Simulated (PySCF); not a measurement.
**Ti⁺: dipole response in dyall-av2z**

How polarisable is Ti⁺ at the levels listed below?

Method: unrestricted determinants in a Gaussian basis, no spin-orbit coupling in the energies. Code: PySCF 2.14.0.

**1. The system**

- Element: titanium (Z = 22)
- Basis: dyall-av2z
- Hamiltonian: no relativity, point nucleus
- State 1: Ti⁺: [Ar] 3d2 4s1, high-spin 4F determinant
- Methods: UHF, PBE, PBE0

Outer shells as boxes (Hund's rule):

Ti+ [Ar] 3d2 4s1
```
[Ar] core
3d [↑ ][↑ ][  ][  ][  ]
4s [↑ ]
```

One driver process ran all states and methods and kept the integrals in memory. Each run is shown as a PySCF script that sums up its settings (the driver passes frozen orbitals as a list and adds second-order terms of double hybrids); the logs are those of the runs themselves. The driver starts from symmetry-adapted Hartree-Fock orbitals, holds the occupation by maximum overlap and uses a logarithmic radial grid for functionals, so a plain start would take other cycles.

The integrals over 101 functions and the set-up took 0.29 s of CPU time.

**2. Ti⁺**

UHF:

Contents of input.py:

```python
from pyscf import gto, scf, dft, mp, cc
import basis_set_exchange as bse
mol = gto.M(atom="Ti 0 0 0", charge=1, spin=3, symmetry="D2h",
            basis=gto.basis.parse(bse.get_basis("dyall-av2z", elements=["Ti"], fmt="nwchem")))
mf = scf.UHF(mol)
mf.irrep_nelec = {'Ag': (5, 3), 'B1g': (1, 0), 'B1u': (2, 2), 'B2u': (2, 2), 'B3u': (2, 2)}
mf.kernel()
```

The program printed:

```text
damping factor = 0
level_shift factor = 0
DIIS = <class 'pyscf.scf.diis.CDIIS'>
diis_start_cycle = 1
diis_space = 10
diis_damp = 0
SCF conv_tol = 1e-09
SCF conv_tol_grad = None
number electrons alpha = 12  beta = 9
cycle= 1 E= -848.199949256428  delta_E= -0.00532  |g|= 0.0229  |ddm|= 0.0327
cycle= 2 E= -848.200099691471  delta_E= -0.00015  |g|= 0.00407  |ddm|= 0.00581
cycle= 3 E= -848.200105262688  delta_E= -5.57e-06  |g|= 0.000325  |ddm|= 0.00204
cycle= 4 E= -848.200105357306  delta_E= -9.46e-08  |g|= 0.00015  |ddm|= 0.000722
cycle= 5 E= -848.200105375197  delta_E= -1.79e-08  |g|= 2.85e-05  |ddm|= 0.000524
cycle= 6 E= -848.200105376045  delta_E= -8.49e-10  |g|= 4.09e-06  |ddm|= 0.000188
converged SCF energy = -848.200105376045  <S^2> = 3.7523205  2S+1 = 4.0011601
```

CPU time 33 s on a shared host, the integrals not counted.

The occupied shells:

```
shell  electrons  mean orbital energy (eV)  spread (eV)  rms radius (bohr)
 1s α          1                   -4994.4            0             0.0812
 1s β          1                   -4994.3            0             0.0812
 2s α          1                   -590.64            0              0.353
 2s β          1                   -589.61            0              0.353
 2p α          3                   -491.79            0              0.321
 2p β          3                   -490.86            0              0.321
 3s α          1                   -87.189            0               1.09
 3s β          1                   -83.363            0               1.09
 3p α          3                   -58.245            0               1.18
 3p β          3                   -53.784            0               1.18
 3d α          2                   -19.383            0               1.62
 4s α          1                   -12.938            0               3.52
```

⟨S²⟩ = 3.752, ⟨L²⟩ = 12.03.

The driver then solved the coupled dipole response at imaginary frequencies: mean α = 64.43 bohr³, C₆ = 441.1 au for a like pair.

PBE:

input.py, as changed from the run before:

```diff
@@ -4,3 +4,3 @@
             basis=gto.basis.parse(bse.get_basis("dyall-av2z", elements=["Ti"], fmt="nwchem")))
-mf = scf.UHF(mol)
+mf = dft.UKS(mol, xc="PBE")
 mf.irrep_nelec = {'Ag': (5, 3), 'B1g': (1, 0), 'B1u': (2, 2), 'B2u': (2, 2), 'B3u': (2, 2)}
```

The program printed:

```text
damping factor = 0
level_shift factor = 0
DIIS = <class 'pyscf.scf.diis.CDIIS'>
diis_start_cycle = 1
diis_space = 10
diis_damp = 0
SCF conv_tol = 1e-09
SCF conv_tol_grad = None
number electrons alpha = 12  beta = 9
XC functionals = PBE
    J. P. Perdew, K. Burke, and M. Ernzerhof.,  Phys. Rev. Lett. 77, 3865 (1996)
    J. P. Perdew, K. Burke, and M. Ernzerhof.,  Phys. Rev. Lett. 78, 1396 (1997)
    J. P. Perdew, K. Burke, and M. Ernzerhof.,  Phys. Rev. Lett. 77, 3865 (1996)
    J. P. Perdew, K. Burke, and M. Ernzerhof.,  Phys. Rev. Lett. 78, 1396 (1997)
cycle= 1 E= -848.873917080749  delta_E= -0.0144  |g|= 0.0102  |ddm|= 0.289
cycle= 2 E= -848.873928994737  delta_E= -1.19e-05  |g|= 0.00223  |ddm|= 0.0329
cycle= 3 E= -848.873929316727  delta_E= -3.22e-07  |g|= 0.0014  |ddm|= 0.00149
cycle= 4 E= -848.873929686536  delta_E= -3.7e-07  |g|= 0.000146  |ddm|= 0.000984
cycle= 5 E= -848.873929692817  delta_E= -6.28e-09  |g|= 2.45e-05  |ddm|= 0.000215
cycle= 6 E= -848.873929692996  delta_E= -1.79e-10  |g|= 8.03e-07  |ddm|= 1.98e-05
converged SCF energy = -848.873929692996  <S^2> = 3.7502785  2S+1 = 4.0001393
```

It used 29 s of CPU time after the integrals (shared host).

The driver then solved the coupled dipole response at imaginary frequencies: mean α = 48.08 bohr³, C₆ = 305.0 au for a like pair.

PBE0:

input.py, as changed from the run before:

```diff
@@ -4,3 +4,3 @@
             basis=gto.basis.parse(bse.get_basis("dyall-av2z", elements=["Ti"], fmt="nwchem")))
-mf = dft.UKS(mol, xc="PBE")
+mf = dft.UKS(mol, xc="PBE0")
 mf.irrep_nelec = {'Ag': (5, 3), 'B1g': (1, 0), 'B1u': (2, 2), 'B2u': (2, 2), 'B3u': (2, 2)}
```

The program printed:

```text
damping factor = 0
level_shift factor = 0
DIIS = <class 'pyscf.scf.diis.CDIIS'>
diis_start_cycle = 1
diis_space = 10
diis_damp = 0
SCF conv_tol = 1e-09
SCF conv_tol_grad = None
number electrons alpha = 12  beta = 9
XC functionals = PBE0
    C. Adamo and V. Barone.,  J. Chem. Phys. 110, 6158 (1999)
    M. Ernzerhof and G. E. Scuseria.,  J. Chem. Phys. 110, 5029 (1999)
cycle= 1 E= -848.914304244876  delta_E= -0.00842  |g|= 0.0149  |ddm|= 0.212
cycle= 2 E= -848.914358264794  delta_E= -5.4e-05  |g|= 0.0098  |ddm|= 0.0396
cycle= 3 E= -848.914377183979  delta_E= -1.89e-05  |g|= 0.00127  |ddm|= 0.0108
cycle= 4 E= -848.914377647381  delta_E= -4.63e-07  |g|= 9.01e-05  |ddm|= 0.0036
cycle= 5 E= -848.91437765965  delta_E= -1.23e-08  |g|= 3.49e-05  |ddm|= 0.000843
cycle= 6 E= -848.914377660034  delta_E= -3.85e-10  |g|= 1.19e-06  |ddm|= 0.000131
converged SCF energy = -848.914377660034  <S^2> = 3.75059  2S+1 = 4.000295
```

It used 55 s of CPU time after the integrals (shared host).

The driver then solved the coupled dipole response at imaginary frequencies: mean α = 51.78 bohr³, C₆ = 333.8 au for a like pair.

Radial density 4πr²ρ of Ti⁺ at UHF:

```
r (bohr)   density  spin density
 0.00138     0.161         0.000
 0.00232     0.437         0.000
 0.00391      1.15         0.000
 0.00658      2.90         0.001
  0.0111      6.74         0.003
  0.0186      13.7         0.005
  0.0313      22.4         0.007
  0.0526      25.9         0.003
  0.0885      20.6        -0.007
   0.149      22.2         0.007
   0.250      27.5         0.104
   0.421      12.4         0.444
   0.709      9.14         1.162
    1.19      7.80         1.238
    2.01      1.59         0.769
    3.37     0.421         0.413
    5.67    0.0492         0.049
    9.54  0.000296         0.000
```

**3. Polarisabilities and C₆**

Ti⁺, in atomic units:

```
method  mean α  C₆ (like pair)  S(−4)
   UHF   64.43           441.1   3847
   PBE   48.08           305.0   1951
  PBE0   51.78           333.8   2332
```

α(iu) at PBE0:

```
u (hartree)  α(iu) (bohr³)
          0          51.78
     0.0500          46.59
      0.100          36.20
      0.200          20.31
      0.300          12.74
      0.500          6.890
      0.750          4.323
       1.00          3.123
       1.50          1.937
       2.00          1.340
       3.00         0.7551
       5.00         0.3391
```

**4. Summary of results**

```
quantity                             value
α of Ti⁺  48.08 (PBE) to 64.43 (UHF) bohr³
```

**Reading.** A single London oscillator with the computed α and C₆ of Ti⁺ at UHF would have ω = 4 C₆ / (3 α²) = 0.142 hartree. The basis is finite, and no extrapolation was made.
